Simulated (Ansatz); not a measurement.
# C: the cost of one run

Program: Ansatz 0.2.0. Level of theory: DFT LDA, scalar-relativistic, plane waves, PAW. These are calculated values, not measurements.

2 further runs of the same task are left out: 2 set aside as unsound or not needed. Runs told in other sessions of the task aren't counted.

## (1) The system as given

It takes space group P6/mmm (No. 191, hexagonal). The conventional cell has a = 4.775 Å, b = 4.775 Å, c = 4.132 Å, α = 90.00°, β = 90.00°, γ = 120.00°. C (site symmetry 3m) is surrounded by 4 C at 1.52 Å. C (site symmetry 2mm) is surrounded by 3 C at 1.33 to 1.52 Å.

As a file:

```
CELL_PARAMETERS angstrom
4.77496 0.00000 0.00000
-2.38748 4.13523 0.00000
0.00000 0.00000 4.13198
ATOMIC_POSITIONS crystal
C 0.66667 0.33333 0.18346
C 0.33333 0.66667 0.18346
C 0.66667 0.33333 0.81654
C 0.33333 0.66667 0.81654
C 0.50000 0.50000 0.33953
C 0.00000 0.50000 0.33953
C 0.50000 0.00000 0.33953
C 0.50000 0.50000 0.66047
C 0.50000 0.00000 0.66047
C 0.00000 0.50000 0.66047
```

It is the result of an earlier relaxation at this level (volume 8.16 Å³/atom; gap on the mesh: none (metal)).

## (2) The undisturbed cell

Input file input.yaml:

```yaml
crystal:
  lattice:
    - [4.7749561441, 0.0, 0.0]
    - [-2.3874780721, 4.1352333227, 0.0]
    - [0.0, 0.0, 4.1319840994]
  atoms:
    - { symbol: C, position: [0.6666666667, 0.3333333333, 0.1834601066] }
    - { symbol: C, position: [0.3333333333, 0.6666666667, 0.1834601066] }
    - { symbol: C, position: [0.6666666667, 0.3333333333, 0.8165398934] }
    - { symbol: C, position: [0.3333333333, 0.6666666667, 0.8165398934] }
    - { symbol: C, position: [0.5, 0.5, 0.3395339646] }
    - { symbol: C, position: [0.0, 0.5, 0.3395339646] }
    - { symbol: C, position: [0.5, 0.0, 0.3395339646] }
    - { symbol: C, position: [0.5, 0.5, 0.6604660354] }
    - { symbol: C, position: [0.5, 0.0, 0.6604660354] }
    - { symbol: C, position: [0.0, 0.5, 0.6604660354] }
basis:
  ecutwfc: 420
kpoints:
  mp_grid: { grid: [12, 12, 10] }
hamiltonian:
  xc: lda
scf:
  occupations: { method: gaussian, width: 0.15 }
output:
  forces: true
  stress: true
  eigenvalues: true
  write_density: true
  write_potential: true
  elf: true
  volumetric_format: npy
```

Started as:

```sh
ansatz run input.yaml --threads 2 --pin off --max-ram 5120MiB --backend cpu --events-out ev --progress --plain --runs-dir out
```

**Question.** How long does this run take on 2 threads of Oxide Virtual Turin-like (Zen 5), shared host, and how much memory does it need?

About 11 s, with a peak of 0.51 GiB.
